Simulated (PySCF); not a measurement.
# [Nd(H2O)2]2+: other functionals and bases at one geometry

Aim: see how levels, charges and forces of [Nd(H2O)2]2+ depend on the level of theory. The structure is generated, not taken from experiment.

Method: several levels, as the steps say, no spin–orbit coupling; program: PySCF 2.14.0.

1 further run of the same task is left out (for a known fault of the program).

### 1 The system as given

7 atoms, charge 2, spin multiplicity 1.

Bond lengths: Nd1–O2 2.532 Å, Nd1–O5 2.532 Å, O2–H3 0.974 Å, O2–H4 0.974 Å, O5–H6 0.974 Å, O5–H7 0.974 Å. Angles: O2–Nd1–O5 180.0°, Nd1–O2–H3 128.4°, Nd1–O2–H4 128.4°, H3–O2–H4 103.2°, Nd1–O5–H6 128.4°, Nd1–O5–H7 128.4°, H6–O5–H7 103.2°.

Coordinates:

```xyz
7
H4NdO2
Nd    0.0000    0.0000    0.0000
O     0.0000    0.0000    2.5317
H     0.5397    0.5397    3.1365
H    -0.5397   -0.5397    3.1365
O     0.0000    0.0000   -2.5317
H     0.5397   -0.5397   -3.1365
H    -0.5397    0.5397   -3.1365
```

Formal oxidation states: Nd +2. Each metal's 4 4f electrons lie in its core potential, so multiplicities, spins and levels count the valence alone. An earlier session relaxed this geometry at PBE0, Nd lcecp-0-SVP with ECP50, O def2-SVP, H def2-SVP (singlet, point group D2d).

At PBE0 on the finer grid: E = -179.856807 Eh, frontier levels not given, since the 4f levels lie in the core, Mulliken charge on Nd1 +1.60 e, largest force component 0.002 eV/Å. 

Levels to run: HF; M06-L; PBE0, TZVP. Hardware: 2 threads of Arm Neoverse V1, shared host.

### 2 HF

run.py (the lines that set the calculation) reads:

```python
mol = gto.M(atom='''
Nd     0.00000     0.00000     0.00000
O      0.00000     0.00000     2.53169
H      0.53972     0.53972     3.13651
H     -0.53972    -0.53972     3.13651
O      0.00000     0.00000    -2.53169
H      0.53972    -0.53972    -3.13651
H     -0.53972     0.53972    -3.13651''',
    basis={'Nd': 'lcecp-0-SVP', 'O': 'def2-SVP', 'H': 'def2-SVP'},
    ecp={'Nd': 'lcecp-0-SVP'},
    charge=2, spin=0)
mf = scf.RHF(mol)
mf = mf.density_fit()  # fitting sets: Nd AutoAux, O def2-universal-JKFIT, H def2-universal-JKFIT
mf.conv_tol = 1e-08; mf.max_cycle = 55
mf.kernel(dm0)  # dm0: the density of the relaxed state
```

The run is started by

```bash
$ OMP_NUM_THREADS=2 python run.py
```

The program printed:

```text
init E= -178.911727156365
cycle= 1 E= -178.920992329821  delta_E= -0.00927  |g|= 0.0291  |ddm|= 0.288
cycle= 2 E= -178.92131742181  delta_E= -0.000325  |g|= 0.00757  |ddm|= 0.0461
cycle= 3 E= -178.921338760201  delta_E= -2.13e-05  |g|= 0.00304  |ddm|= 0.0119
cycle= 4 E= -178.92134094113  delta_E= -2.18e-06  |g|= 0.000636  |ddm|= 0.00237
cycle= 5 E= -178.921341153207  delta_E= -2.12e-07  |g|= 8.85e-05  |ddm|= 0.000952
cycle= 6 E= -178.921341157232  delta_E= -4.03e-09  |g|= 1.15e-05  |ddm|= 0.000134
Extra cycle  E= -178.921341157285  delta_E= -5.33e-11  |g|= 3.91e-06  |ddm|= 1.06e-05
converged SCF energy = -178.921341157285
```

It took 1.4 s on 2 threads of Arm Neoverse V1, shared host.

Read off: E = -178.921341 Eh, frontier levels not given, since the 4f levels lie in the core, Mulliken charge on Nd1 +1.73 e, largest force component 1.481 eV/Å. 

### 3 M06-L

run.py (the lines that set the calculation): that of step 2 with these lines changed.

```diff
@@ -11,3 +11,4 @@
     charge=2, spin=0)
-mf = scf.RHF(mol)
+mf = dft.RKS(mol, xc='M06L')
+mf.grids.atom_grid = (75, 302)  # f atoms: unpruned, at least (60, 302)
 mf = mf.density_fit()  # fitting sets: Nd AutoAux, O def2-universal-JKFIT, H def2-universal-JKFIT
```

The run is started by

```bash
$ OMP_NUM_THREADS=2 python run.py
```

The program printed:

```text
init E= -180.012866182805
cycle= 1 E= -180.014951103396  delta_E= -0.00208  |g|= 0.00728  |ddm|= 0.136
cycle= 2 E= -180.0149545479  delta_E= -3.44e-06  |g|= 0.00795  |ddm|= 0.0134
cycle= 3 E= -180.014966073945  delta_E= -1.15e-05  |g|= 0.00203  |ddm|= 0.00614
cycle= 4 E= -180.014966830521  delta_E= -7.57e-07  |g|= 0.000215  |ddm|= 0.0013
cycle= 5 E= -180.014966839675  delta_E= -9.15e-09  |g|= 1.56e-05  |ddm|= 0.000175
Extra cycle  E= -180.014966839665  delta_E= 1.08e-11  |g|= 1.9e-05  |ddm|= 2.45e-05
converged SCF energy = -180.014966839665
```

Run time: 4.7 s. Hardware: 2 threads of Arm Neoverse V1, shared host.

Read off: E = -180.014967 Eh, frontier levels not given, since the 4f levels lie in the core, Mulliken charge on Nd1 +1.63 e, largest force component 0.048 eV/Å. 

### 4 PBE0, TZVP

Basis: Nd lcecp-0-TZVP with ECP50, O def2-TZVP, H def2-TZVP. 

run.py (the lines that set the calculation) reads:

```python
mol = gto.M(atom='''
Nd     0.00000     0.00000     0.00000
O      0.00000     0.00000     2.53169
H      0.53972     0.53972     3.13651
H     -0.53972    -0.53972     3.13651
O      0.00000     0.00000    -2.53169
H      0.53972    -0.53972    -3.13651
H     -0.53972     0.53972    -3.13651''',
    basis={'Nd': 'lcecp-0-TZVP', 'O': 'def2-TZVP', 'H': 'def2-TZVP'},
    ecp={'Nd': 'lcecp-0-TZVP'},
    charge=2, spin=0)
mf = dft.RKS(mol, xc='PBE0')
mf.grids.atom_grid = (75, 302)  # f atoms: unpruned, at least (60, 302)
mf = mf.density_fit()  # fitting sets: Nd AutoAux, O def2-universal-JKFIT, H def2-universal-JKFIT
mf.conv_tol = 1e-08; mf.max_cycle = 55
mf.kernel(dm0)  # dm0: free metal ions and neutral atoms
```

The run is started by

```bash
$ OMP_NUM_THREADS=2 python run.py
```

The program printed:

```text
init E= -179.766091097248
cycle= 1 E= -179.837153330204  delta_E= -0.0711  |g|= 1.06  |ddm|= 1.42
cycle= 2 E= -179.630195877981  delta_E= 0.207  |g|= 1.52  |ddm|= 1.18
cycle= 3 E= -180.038366138814  delta_E= -0.408  |g|= 0.0909  |ddm|= 0.721
cycle= 4 E= -180.039927422018  delta_E= -0.00156  |g|= 0.00842  |ddm|= 0.0629
cycle= 5 E= -180.039939265301  delta_E= -1.18e-05  |g|= 0.00102  |ddm|= 0.00529
cycle= 6 E= -180.039939472115  delta_E= -2.07e-07  |g|= 6.24e-05  |ddm|= 0.000819
cycle= 7 E= -180.039939473283  delta_E= -1.17e-09  |g|= 1.21e-05  |ddm|= 0.00014
Extra cycle  E= -180.039939473296  delta_E= -1.28e-11  |g|= 1.09e-05  |ddm|= 2.33e-05
converged SCF energy = -180.039939473296
```

Wall time 7.5 s (2 threads of Arm Neoverse V1, shared host).

Read off: E = -180.039939 Eh, frontier levels not given, since the 4f levels lie in the core, Mulliken charge on Nd1 +1.79 e, largest force component 0.389 eV/Å. 

### 5 Results

| level | state | charge on Nd1 (e) | dipole (D) | largest force (eV/Å) | basis functions | time |
| --- | --- | --- | --- | --- | --- | --- |
| PBE0 (relaxed here) | singlet | 1.60 | 0.00 | 0.00 | 79 | 6.8 s |
| HF | singlet | 1.73 | 0.00 | 1.48 | 79 | 1.4 s |
| M06-L | singlet | 1.63 | 0.00 | 0.05 | 79 | 4.7 s |
| PBE0, TZVP | singlet | 1.79 | 0.00 | 0.39 | 133 | 7.5 s |

Times are on 2 threads of Arm Neoverse V1, shared host; the first row also made further properties. The dipole of a charged species depends on the origin, so these sizes hold for this origin alone.

The largest leftover force, 1.48 eV/Å with HF, stands at a geometry relaxed at another level. The Mulliken charge on Nd spans +1.60 to +1.79 e over the levels. With 4f in the core, its levels are missing from HOMO and gap. Total energies of different levels can't be compared. Spin–orbit coupling is left out throughout.
